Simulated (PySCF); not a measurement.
# Li: dipole response in aug-cc-pCVDZ

How polarisable is Li at the levels listed below?

Method: unrestricted determinants in a Gaussian basis, no spin-orbit coupling in the energies. Code: PySCF 2.14.0.

## 1. The system

* Element: lithium (Z = 3)
* Basis: aug-cc-pCVDZ (5s4p2d, 27 functions)
* Hamiltonian: no relativity, point nucleus
* State 1: Li: [He] 2s1, 2S determinant
* Methods: UHF, PBE, PBE0, revPBE, CAM-B3LYP

Outer shells as boxes (Hund's rule):

Li [He] 2s1
```
[He] core
2s [↑ ]
```

The runs were made by one driver on top of PySCF. The scripts below sum up each run's settings (the driver also hands on starting orbitals that pick excited configurations, and frozen orbitals as a list rather than a count), and the logs come from the driver's own runs. The driver starts from symmetry-adapted Hartree-Fock orbitals, holds the occupation by maximum overlap and uses a logarithmic radial grid for functionals, so a plain start would take other cycles.

The integrals over 27 functions and the set-up took 0.08 s of CPU time.

## 2. Li

UHF:

The input, input.py:

```python
from pyscf import gto, scf, dft, mp, cc
import basis_set_exchange as bse
mol = gto.M(atom="Li 0 0 0", charge=0, spin=1, symmetry="D2h",
            basis=gto.basis.parse(bse.get_basis("aug-cc-pCVDZ", elements=["Li"], fmt="nwchem")))
mf = scf.UHF(mol)
mf.irrep_nelec = {'Ag': (2, 1)}
mf.kernel()
```

The log of the run:

```text
damping factor = 0
level_shift factor = 0
DIIS = <class 'pyscf.scf.diis.CDIIS'>
diis_start_cycle = 1
diis_space = 10
diis_damp = 0
SCF conv_tol = 1e-09
SCF conv_tol_grad = None
number electrons alpha = 2  beta = 1
cycle= 1 E= -7.43244582913159  delta_E= -6.47e-11  |g|= 1.26e-06  |ddm|= 9.09e-05
converged SCF energy = -7.43244582913159  <S^2> = 0.75001028  2S+1 = 2.0000103
```

It used 0.37 s of CPU time after the integrals (shared host).

The occupied shells:

```csv
shell,electrons,mean orbital energy (eV),spread (eV),rms radius (bohr)
1s α,1,-67.655,0,0.668
1s β,1,-67.182,0,0.668
2s α,1,-5.343,0,4.21
```

⟨S²⟩ = 0.750, ⟨L²⟩ = 0.00.

The driver then solved the coupled dipole response at imaginary frequencies: mean α = 168.8 bohr³, C₆ = 1459 au for a like pair.

PBE:

input.py differs from the last one in:

```diff
@@ -4,3 +4,3 @@
             basis=gto.basis.parse(bse.get_basis("aug-cc-pCVDZ", elements=["Li"], fmt="nwchem")))
-mf = scf.UHF(mol)
+mf = dft.UKS(mol, xc="PBE")
 mf.irrep_nelec = {'Ag': (2, 1)}
```

The log of the run:

```text
damping factor = 0
level_shift factor = 0
DIIS = <class 'pyscf.scf.diis.CDIIS'>
diis_start_cycle = 1
diis_space = 10
diis_damp = 0
SCF conv_tol = 1e-09
SCF conv_tol_grad = None
number electrons alpha = 2  beta = 1
XC functionals = PBE
    J. P. Perdew, K. Burke, and M. Ernzerhof.,  Phys. Rev. Lett. 77, 3865 (1996)
    J. P. Perdew, K. Burke, and M. Ernzerhof.,  Phys. Rev. Lett. 78, 1396 (1997)
    J. P. Perdew, K. Burke, and M. Ernzerhof.,  Phys. Rev. Lett. 77, 3865 (1996)
    J. P. Perdew, K. Burke, and M. Ernzerhof.,  Phys. Rev. Lett. 78, 1396 (1997)
cycle= 1 E= -7.46071198983326  delta_E= -0.000775  |g|= 0.00284  |ddm|= 0.308
cycle= 2 E= -7.46071369668456  delta_E= -1.71e-06  |g|= 0.000508  |ddm|= 0.0158
cycle= 3 E= -7.46071374510036  delta_E= -4.84e-08  |g|= 2.21e-05  |ddm|= 0.0008
cycle= 4 E= -7.46071374532427  delta_E= -2.24e-10  |g|= 9.27e-07  |ddm|= 0.000349
converged SCF energy = -7.46071374532427  <S^2> = 0.75000041  2S+1 = 2.0000004
```

It used 0.32 s of CPU time after the integrals (shared host).

The driver then solved the coupled dipole response at imaginary frequencies: mean α = 141.7 bohr³, C₆ = 1115 au for a like pair.

PBE0:

input.py differs from the last one in:

```diff
@@ -4,3 +4,3 @@
             basis=gto.basis.parse(bse.get_basis("aug-cc-pCVDZ", elements=["Li"], fmt="nwchem")))
-mf = dft.UKS(mol, xc="PBE")
+mf = dft.UKS(mol, xc="PBE0")
 mf.irrep_nelec = {'Ag': (2, 1)}
```

The log of the run:

```text
damping factor = 0
level_shift factor = 0
DIIS = <class 'pyscf.scf.diis.CDIIS'>
diis_start_cycle = 1
diis_space = 10
diis_damp = 0
SCF conv_tol = 1e-09
SCF conv_tol_grad = None
number electrons alpha = 2  beta = 1
XC functionals = PBE0
    C. Adamo and V. Barone.,  J. Chem. Phys. 110, 6158 (1999)
    M. Ernzerhof and G. E. Scuseria.,  J. Chem. Phys. 110, 5029 (1999)
cycle= 1 E= -7.46634617496592  delta_E= -0.000423  |g|= 0.00196  |ddm|= 0.21
cycle= 2 E= -7.46635163217493  delta_E= -5.46e-06  |g|= 0.00029  |ddm|= 0.0463
cycle= 3 E= -7.46635184450729  delta_E= -2.12e-07  |g|= 4.93e-05  |ddm|= 0.00966
cycle= 4 E= -7.4663518536923  delta_E= -9.19e-09  |g|= 5.32e-06  |ddm|= 0.00235
cycle= 5 E= -7.46635185373826  delta_E= -4.6e-11  |g|= 1.76e-07  |ddm|= 0.000168
converged SCF energy = -7.46635185373826  <S^2> = 0.7500008  2S+1 = 2.0000008
```

It used 0.44 s of CPU time after the integrals (shared host).

The driver then solved the coupled dipole response at imaginary frequencies: mean α = 146.1 bohr³, C₆ = 1167 au for a like pair.

revPBE:

input.py differs from the last one in:

```diff
@@ -4,3 +4,3 @@
             basis=gto.basis.parse(bse.get_basis("aug-cc-pCVDZ", elements=["Li"], fmt="nwchem")))
-mf = dft.UKS(mol, xc="PBE0")
+mf = dft.UKS(mol, xc="PBE_R,PBE")
 mf.irrep_nelec = {'Ag': (2, 1)}
```

The log of the run:

```text
damping factor = 0
level_shift factor = 0
DIIS = <class 'pyscf.scf.diis.CDIIS'>
diis_start_cycle = 1
diis_space = 10
diis_damp = 0
SCF conv_tol = 1e-09
SCF conv_tol_grad = None
number electrons alpha = 2  beta = 1
XC functionals = PBE_R,PBE
    Y. Zhang and W. Yang.,  Phys. Rev. Lett. 80, 890 (1998)
    J. P. Perdew, K. Burke, and M. Ernzerhof.,  Phys. Rev. Lett. 77, 3865 (1996)
    J. P. Perdew, K. Burke, and M. Ernzerhof.,  Phys. Rev. Lett. 78, 1396 (1997)
cycle= 1 E= -7.48560245475572  delta_E= -0.000734  |g|= 0.00116  |ddm|= 0.326
cycle= 2 E= -7.48560371357219  delta_E= -1.26e-06  |g|= 5.5e-05  |ddm|= 0.0217
cycle= 3 E= -7.48560372275204  delta_E= -9.18e-09  |g|= 7.79e-06  |ddm|= 0.00276
cycle= 4 E= -7.48560372279261  delta_E= -4.06e-11  |g|= 1.13e-06  |ddm|= 0.000127
converged SCF energy = -7.48560372279261  <S^2> = 0.75000016  2S+1 = 2.0000002
```

CPU time 0.3 s on a shared host, the integrals not counted.

The driver then solved the coupled dipole response at imaginary frequencies: mean α = 142.3 bohr³, C₆ = 1123 au for a like pair.

CAM-B3LYP:

input.py differs from the last one in:

```diff
@@ -4,3 +4,3 @@
             basis=gto.basis.parse(bse.get_basis("aug-cc-pCVDZ", elements=["Li"], fmt="nwchem")))
-mf = dft.UKS(mol, xc="PBE_R,PBE")
+mf = dft.UKS(mol, xc="CAMB3LYP")
 mf.irrep_nelec = {'Ag': (2, 1)}
```

The log of the run:

```text
damping factor = 0
level_shift factor = 0
DIIS = <class 'pyscf.scf.diis.CDIIS'>
diis_start_cycle = 1
diis_space = 10
diis_damp = 0
SCF conv_tol = 1e-09
SCF conv_tol_grad = None
number electrons alpha = 2  beta = 1
XC functionals = CAMB3LYP
    T. Yanai, D. P. Tew, and N. C. Handy.,  Chem. Phys. Lett. 393, 51 (2004)
cycle= 1 E= -7.47005479631302  delta_E= -0.000708  |g|= 0.00348  |ddm|= 0.223
cycle= 2 E= -7.4700762801881  delta_E= -2.15e-05  |g|= 0.000786  |ddm|= 0.0766
cycle= 3 E= -7.47007878617226  delta_E= -2.51e-06  |g|= 0.000202  |ddm|= 0.0292
cycle= 4 E= -7.47007900659582  delta_E= -2.2e-07  |g|= 2.41e-05  |ddm|= 0.00989
cycle= 5 E= -7.47007900920964  delta_E= -2.61e-09  |g|= 2.52e-06  |ddm|= 0.0008
cycle= 6 E= -7.47007900925576  delta_E= -4.61e-11  |g|= 1.34e-07  |ddm|= 5.29e-05
converged SCF energy = -7.47007900925576  <S^2> = 0.75000526  2S+1 = 2.0000053
```

It used 0.55 s of CPU time after the integrals (shared host).

The driver then solved the coupled dipole response at imaginary frequencies: mean α = 146.5 bohr³, C₆ = 1164 au for a like pair.

Radial density 4πr²ρ of Li at UHF:

```csv
r (bohr),density,spin density
0.00703,0.00810,0.000
0.0118,0.0225,0.000
0.0199,0.0610,0.001
0.0334,0.159,0.003
0.0562,0.393,0.007
0.0946,0.885,0.014
0.159,1.72,0.027
0.268,2.62,0.036
0.450,2.71,0.025
0.757,1.50,-0.002
1.27,0.348,0.035
2.14,0.212,0.199
3.60,0.258,0.258
6.06,0.0768,0.077
10.2,0.00270,0.003
```

## 3. Polarisabilities and C₆

Li, in atomic units:

```csv
method,mean α,C₆ (like pair),S(−4)
UHF,168.8,1459,36640
PBE,141.7,1115,26170
PBE0,146.1,1167,27760
revPBE,142.3,1123,26290
CAM-B3LYP,146.5,1164,28370
```

Reference α: 164.1 bohr³ (recommended; Schwerdtfeger and Nagle, table of static dipole polarizabilities (2023 update)). Published C₆: 1392 (Chu and Dalgarno (2004); Tang, Norbeck and Certain (1976)).

α(iu) at CAM-B3LYP:

```csv
u (hartree),α(iu) (bohr³)
0,146.5
0.0500,98.84
0.100,50.29
0.200,17.21
0.300,8.308
0.500,3.199
0.750,1.505
1.00,0.8966
1.50,0.4489
2.00,0.2837
3.00,0.1551
5.00,0.07590
```

## 4. Outcome

| quantity | value |
| --- | --- |
| α of Li | 141.7 (PBE) to 168.8 (UHF) bohr³; reference 164.1 |

What this shows: For Li UHF is nearest the reference (+3 %). All values hold for this basis alone; no basis-set limit was taken.
